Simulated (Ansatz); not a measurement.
# CH5KN: the cost of one run

Program: Ansatz 0.2.0, Gaussian basis. Level of theory: PBE0-D4/def2-SVP. These are calculated values, not measurements.

**1. The starting structure**

The start, a pair relaxed at PBE0-D4: 8 atoms, charge 1, spin multiplicity 1.

Atoms are counted from 1 here; the program's logs count them from 0.

Bond lengths: K1–N3 2.775 Å, C2–N3 1.473 Å, C2–H4 1.093 Å, C2–H5 1.091 Å, C2–H6 1.091 Å, N3–H7 1.016 Å, N3–H8 1.016 Å. Angles: N3–C2–H4 113.4°, N3–C2–H5 109.7°, N3–C2–H6 109.7°, H4–C2–H5 107.9°, H4–C2–H6 107.9°, H5–C2–H6 108.1°, K1–N3–C2 112.3°, K1–N3–H7 111.5°, K1–N3–H8 111.5°, C2–N3–H7 108.5°, C2–N3–H8 108.5°, H7–N3–H8 104.2°.

Coordinates:

```
K     0.0545   -0.0542   -2.9327
C    -0.4627    0.3002    0.6136
N     0.5570   -0.3580   -0.2210
H    -0.2825    0.1924    1.6861
H    -1.4455   -0.1211    0.3950
H    -0.4935    1.3669    0.3847
H     0.6040   -1.3384    0.0416
H     1.4686    0.0122    0.0326
```

**2. The run**

The input, md/in.yaml:

```yaml
crystal:
  periodic: [false, false, false]
  atoms:
    - {symbol: K, position_ang: [0.054512, -0.054182, -2.932720]}
    - {symbol: C, position_ang: [-0.462702, 0.300237, 0.613635]}
    - {symbol: N, position_ang: [0.557039, -0.358010, -0.220983]}
    - {symbol: H, position_ang: [-0.282463, 0.192394, 1.686132]}
    - {symbol: H, position_ang: [-1.445457, -0.121071, 0.395042]}
    - {symbol: H, position_ang: [-0.493513, 1.366881, 0.384684]}
    - {symbol: H, position_ang: [0.604027, -1.338381, 0.041571]}
    - {symbol: H, position_ang: [1.468558, 0.012232, 0.032638]}
basis:
  gaussian: {orbitals: def2-SVP}
total_charge: 1
hamiltonian: {xc: pbe0, dispersion: d4}
md: {n_steps: 80, timestep: 1.0, temperature: 1500, ensemble: nvt_langevin, seed: 430, friction: 0.05, initial_velocities: maxwell_boltzmann}
```

Launch:

```
ansatz run in.yaml --threads 2 --pin off --events-out ev --progress --plain --max-ram 5222MiB
```

**Question.** How long does this run take on 2 threads of AMD EPYC 9R45, shared host?

About 65 s.
